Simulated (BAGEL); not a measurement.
**CH2NOSi (SMILES O=C=N[SiH2]) at UHF/3-21G (density fitting with qzvpp-jkfit)**

Aim: the vertical electron affinity of CH2NOSi at UHF/3-21G (density fitting with qzvpp-jkfit), from 2 runs. 

The calculation is run with BAGEL 1.2.2.

1 further run of the same task is left out (it didn't finish). Runs told in other sessions of the task aren't counted.

### Step 1. Starting point

CH2NOSi has 6 atoms, charge 0, and is taken as a doublet. SMILES: `O=C=N[SiH2]`. The coordinates come from a PBE0-D4/def2-TZVP relaxation.

Bond lengths: O1–C2 1.164 Å, C2–N3 1.195 Å, N3–Si4 1.706 Å, Si4–H5 1.486 Å, Si4–H6 1.486 Å. Angles: O1–C2–N3 178.3°, C2–N3–Si4 162.2°, N3–Si4–H5 108.6°, N3–Si4–H6 108.6°, H5–Si4–H6 111.4°.

### Step 2. A single-point energy at UHF/3-21G (density fitting with qzvpp-jkfit)

input.json reads:

```json
{ "bagel": [

{
  "title": "molecule",
  "basis": "3-21g",
  "df_basis": "qzvpp-jkfit",
  "angstrom": true,
  "geometry": [
    { "atom": "O", "xyz": [       1.089700,      -2.025700,       1.610400 ] },
    { "atom": "C", "xyz": [       0.648500,      -1.177800,       0.945400 ] },
    { "atom": "N", "xyz": [       0.216300,      -0.284900,       0.279200 ] },
    { "atom": "Si", "xyz": [      -0.683300,       0.591600,      -0.875300 ] },
    { "atom": "H", "xyz": [       0.261300,       1.214200,      -1.839100 ] },
    { "atom": "H", "xyz": [      -1.490500,       1.618700,      -0.166800 ] }
  ]
},

{ "title": "uhf", "nopen": 1 },

{ "title": "print", "file": "orbitals.molden", "orbitals": true }

]}
```

On the command line:

```bash
$ BAGEL_NUM_THREADS=1 BAGEL input.json > input.out
```

Standard output:

```text
* using 1 threads per process

  ===============================================================
  ===============================================================

  *** Geometry ***

  { "atom" : "O", "xyz" : [      2.059235,     -3.828018,      3.043215 ] },
  { "atom" : "C", "xyz" : [      1.225487,     -2.225719,      1.786547 ] },
  { "atom" : "N", "xyz" : [      0.408748,     -0.538383,      0.527612 ] },
  { "atom" : "Si", "xyz" : [     -1.291250,      1.117962,     -1.654077 ] },
  { "atom" : "H", "xyz" : [      0.493785,      2.294505,     -3.475395 ] },
  { "atom" : "H", "xyz" : [     -2.816637,      3.058900,     -0.315206 ] },

  Number of auxiliary basis functions:      393

  Since a DF basis is specified, we compute 2- and 3-index integrals:
    o Being stored without compression. Storage requirement is 0.006 GB

  Number of basis functions:       44
  Number of electrons      :       37

    * METHOD: MOLECULE                             0.10

  *** Open-shell HF ***

  === Nuclear Repulsion ===
   130.1383133111

      * DIIS with orbital gradients will be used.

  === UHF iteration (3-21g) ===
      0       -454.67322663          0.05620460           0.04
      1       -454.75846626          0.03692520           0.04
      2       -454.78149221          0.02512448           0.04
      3       -454.80019777          0.00208992           0.04
      4       -454.80044451          0.00090972           0.04
      5       -454.80054900          0.00017125           0.04
      6       -454.80056936          0.00005987           0.04
      7       -454.80057608          0.00002060           0.04
      8       -454.80057828          0.00001179           0.04
      9       -454.80057953          0.00000767           0.04
     10       -454.80058025          0.00000452           0.04
     11       -454.80058050          0.00000250           0.04
     12       -454.80058061          0.00000134           0.04
     13       -454.80058065          0.00000070           0.04
     14       -454.80058066          0.00000047           0.04
     15       -454.80058067          0.00000021           0.04
     16       -454.80058067          0.00000016           0.04
     17       -454.80058067          0.00000010           0.04
     18       -454.80058067          0.00000006           0.04
     19       -454.80058067          0.00000003           0.04
     20       -454.80058067          0.00000002           0.04
     21       -454.80058067          0.00000001           0.04
     22       -454.80058067          0.00000001           0.04
    * SCF iteration converged.

    * S^2 (UHF) is 0.7545

    * Permanent dipole moment:
           (    0.587114,    -0.430011,     0.718726) a.u.

    * METHOD: UHF                                  0.93

    * METHOD: PRINT                                0.01

  ===============================================================
```

Wall time 1.2 s (1 thread of Arm Neoverse V1, shared host); peak memory 0.083 GiB.

### Step 3. The singlet anion at the same level

input.json reads:

```json
{ "bagel" : [

{
  "title" : "molecule",
  "basis" : "3-21g",
  "df_basis" : "qzvpp-jkfit",
  "angstrom" : "true",
  "geometry" : [
    { "atom" : "O", "xyz" : [    1.089700,   -2.025700,    1.610400 ] },
    { "atom" : "C", "xyz" : [    0.648500,   -1.177800,    0.945400 ] },
    { "atom" : "N", "xyz" : [    0.216300,   -0.284900,    0.279200 ] },
    { "atom" : "Si", "xyz" : [   -0.683300,    0.591600,   -0.875300 ] },
    { "atom" : "H", "xyz" : [    0.261300,    1.214200,   -1.839100 ] },
    { "atom" : "H", "xyz" : [   -1.490500,    1.618700,   -0.166800 ] }
  ]
},
{ "title" : "hf", "charge" : -1 },
{ "title" : "print", "file" : "orbitals.molden", "orbitals" : "true" }

]}
```

On the command line:

```bash
$ BAGEL_NUM_THREADS=1 BAGEL input.json > input.out
```

Standard output:

```text
* using 1 threads per process

  ===============================================================
  ===============================================================

  *** Geometry ***

  { "atom" : "O", "xyz" : [      2.059235,     -3.828018,      3.043215 ] },
  { "atom" : "C", "xyz" : [      1.225487,     -2.225719,      1.786547 ] },
  { "atom" : "N", "xyz" : [      0.408748,     -0.538383,      0.527612 ] },
  { "atom" : "Si", "xyz" : [     -1.291250,      1.117962,     -1.654077 ] },
  { "atom" : "H", "xyz" : [      0.493785,      2.294505,     -3.475395 ] },
  { "atom" : "H", "xyz" : [     -2.816637,      3.058900,     -0.315206 ] },

  Number of auxiliary basis functions:      393

  Since a DF basis is specified, we compute 2- and 3-index integrals:
    o Being stored without compression. Storage requirement is 0.006 GB

  Number of basis functions:       44
  Number of electrons      :       37

    * METHOD: MOLECULE                             0.11

  *** RHF ***

  === Nuclear Repulsion ===
   130.1383133111

      * DIIS with orbital gradients will be used.

  === RHF iteration (3-21g) ===
      0       -454.67335984          0.02875982           0.02
      1       -454.75574949          0.01819928           0.02
      2       -454.79538554          0.00158438           0.02
      3       -454.79626686          0.00080669           0.02
      4       -454.79638792          0.00020974           0.02
      5       -454.79640572          0.00006407           0.02
      6       -454.79640836          0.00002047           0.02
      7       -454.79640874          0.00000617           0.02
      8       -454.79640878          0.00000285           0.02
      9       -454.79640878          0.00000170           0.02
     10       -454.79640879          0.00000072           0.02
     11       -454.79640879          0.00000043           0.02
     12       -454.79640879          0.00000013           0.02
     13       -454.79640879          0.00000004           0.02
     14       -454.79640879          0.00000002           0.02
     15       -454.79640879          0.00000000           0.02
    * SCF iteration converged.

    * Permanent dipole moment:
           (   -1.005874,     0.411647,    -1.152257) a.u.

    * METHOD: HF                                   0.41

    * METHOD: PRINT                                0.01

  ===============================================================
```

Wall time 0.67 s (1 thread of Arm Neoverse V1, shared host); peak memory 0.083 GiB.

### Step 4. Results

At UHF/3-21G (density fitting with qzvpp-jkfit):

| quantity | value |
| --- | --- |
| doublet CH2NOSi: total energy | -454.80058 Eh |
| doublet CH2NOSi: dipole moment | 2.60 D |
| doublet CH2NOSi: ⟨S²⟩ | 0.754 |
| singlet anion: total energy | -454.79641 Eh |
| singlet anion: HOMO energy | -0.59 eV |
| singlet anion: LUMO energy | 10.21 eV |
| singlet anion: HOMO–LUMO gap (to an unbound level, set by the basis) | 10.80 eV |
| vertical electron affinity (to the singlet anion) | -0.114 eV |

**Reading.** The anion lies 0.11 eV (2.6 kcal/mol) above the neutral: the electron isn't bound at this level, and such a value depends on the basis. Without diffuse functions anions come out too high. Hartree–Fock misses the correlation that binds many anions.
